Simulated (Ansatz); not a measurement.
# C₃H₈F₃NZr: up Jacob's ladder to CCSD(T)

One table from this session's results is given with a row withheld; the runs are named, their logs left out.

The runs use Ansatz 0.2.0, Gaussian basis; functionals in def2-TZVPP, the program's frozen cores in correlated methods.

Levels to be run: LDA (SPW92), PBE-D4, revPBE-D4, BLYP-D4, r2SCAN-D4, B97M-V, PBE0-D4, B3LYP-D4, r2SCANh-D4, r2SCAN0-D4, HSE06-D4, BHLYP-D4, CAM-B3LYP-D4, LC-ωPBE, ωB97X-V, ωB97M-V, B2PLYP, PBE-QIDH; CCSD(T)/def2-SVP; CCSD(T)/def2-TZVPP; MP2/def2-QZVPP; extrapolation to the limit.

## The relaxed structure

The geometry comes from an earlier relaxation with PBE0-D4 in a triple-zeta def2 set; it is a stationary point, not always the lowest conformer. Zr takes the def2 core potential; no spin-orbit term is included.

SMILES `CC(C)[NH][Zr]([F])([F])[F]`, 16 atoms, charge 0, spin multiplicity 1.

Atoms are counted from 1 here; the program's logs count them from 0.

Bond lengths: C1–C2 1.520 Å, C1–H9 1.093 Å, C1–H10 1.093 Å, C1–H11 1.093 Å, C2–C3 1.520 Å, C2–N4 1.457 Å, C2–H12 1.099 Å, C3–H13 1.095 Å, C3–H14 1.091 Å, C3–H15 1.096 Å, N4–Zr5 2.013 Å, N4–H16 1.015 Å, Zr5–F6 1.914 Å, Zr5–F7 1.914 Å, Zr5–F8 1.904 Å. Angles: C2–C1–H9 110.3°, C2–C1–H10 110.9°, C2–C1–H11 111.0°, H9–C1–H10 108.5°, H9–C1–H11 108.1°, H10–C1–H11 107.9°, C1–C2–C3 111.3°, C1–C2–N4 111.3°, C1–C2–H12 108.3°, C3–C2–N4 109.2°, C3–C2–H12 107.8°, N4–C2–H12 108.8°, C2–C3–H13 111.5°, C2–C3–H14 110.9°, C2–C3–H15 110.8°, H13–C3–H14 107.2°, H13–C3–H15 109.1°, H14–C3–H15 107.1° and more.

Set-up of the first run:

in.yaml

```yaml
crystal:
  periodic: [false, false, false]
  atoms:
    - {symbol: C, position_ang: [-0.012784, -0.611340, -1.904238]}
    - {symbol: C, position_ang: [0.193966, -0.787237, -0.408278]}
    - {symbol: C, position_ang: [1.429558, -0.041999, 0.069519]}
    - {symbol: N, position_ang: [-0.965468, -0.324026, 0.343247]}
    - {symbol: Zr, position_ang: [-1.046278, 1.096181, 1.767680]}
    - {symbol: F, position_ang: [0.090080, 0.610082, 3.228960]}
    - {symbol: F, position_ang: [-0.409661, 2.757826, 1.062495]}
    - {symbol: F, position_ang: [-2.873107, 1.205154, 2.293592]}
    - {symbol: H, position_ang: [-0.137894, 0.446944, -2.148132]}
    - {symbol: H, position_ang: [0.842431, -0.998122, -2.464407]}
    - {symbol: H, position_ang: [-0.904352, -1.145594, -2.242550]}
    - {symbol: H, position_ang: [0.345741, -1.856762, -0.203484]}
    - {symbol: H, position_ang: [1.604010, -0.197875, 1.139135]}
    - {symbol: H, position_ang: [2.320678, -0.388746, -0.455800]}
    - {symbol: H, position_ang: [1.336426, 1.032557, -0.126609]}
    - {symbol: H, position_ang: [-1.813356, -0.797033, 0.048858]}
basis:
  gaussian: {orbitals: def2-TZVPP}
hamiltonian: {xc: lda}
output: {orbitals: {seedname: orbitals}}
```

Started as:

```bash
$ ansatz run in.yaml --threads 2 --pin off --events-out ev --progress --plain --max-ram 32768MiB --backend cuda --devices 0, --max-vram 18GiB
```

Among the steps run: LDA; PBE-D4 (GGA); revPBE-D4 (GGA); BLYP-D4 (GGA); r2SCAN-D4 (meta-GGA); B97M-V (meta-GGA); PBE0-D4 (hybrid); B3LYP-D4 (hybrid); r2SCANh-D4 (hybrid); r2SCAN0-D4 (hybrid); HSE06-D4 (hybrid); BHLYP-D4 (hybrid); CAM-B3LYP-D4 (range-separated); LC-ωPBE (range-separated); ωB97X-V (range-separated); ωB97M-V (range-separated); B2PLYP (double hybrid); PBE-QIDH (double hybrid).

One of the session's tables, all rows but one given; the rest of the session is left out.

It belongs to the step «Orbital energies across the functionals». 

```
  functional  HOMO (eV)  gap (eV)
 LDA (SPW92)      -6.25      4.12
      PBE-D4      -6.05      4.22
   revPBE-D4          ?         ?
     BLYP-D4      -5.94      4.21
   r2SCAN-D4      -6.31      4.69
      B97M-V      -6.40      4.79
     PBE0-D4      -7.40      6.48
    B3LYP-D4      -7.18      6.01
  r2SCANh-D4      -6.82      5.53
  r2SCAN0-D4      -7.58      6.81
    HSE06-D4      -6.99      5.70
    BHLYP-D4      -8.67      8.73
CAM-B3LYP-D4      -8.79      8.97
     LC-ωPBE     -10.10     11.43
     ωB97X-V      -9.77     10.96
     ωB97M-V      -9.69     10.35
```

**Question.** Estimate the row for revPBE-D4.

The run gave: HOMO (eV): -5.97; gap (eV): 4.26. In the column «HOMO (eV)» it lies between PBE-D4 (-6.05) and BLYP-D4 (-5.94).
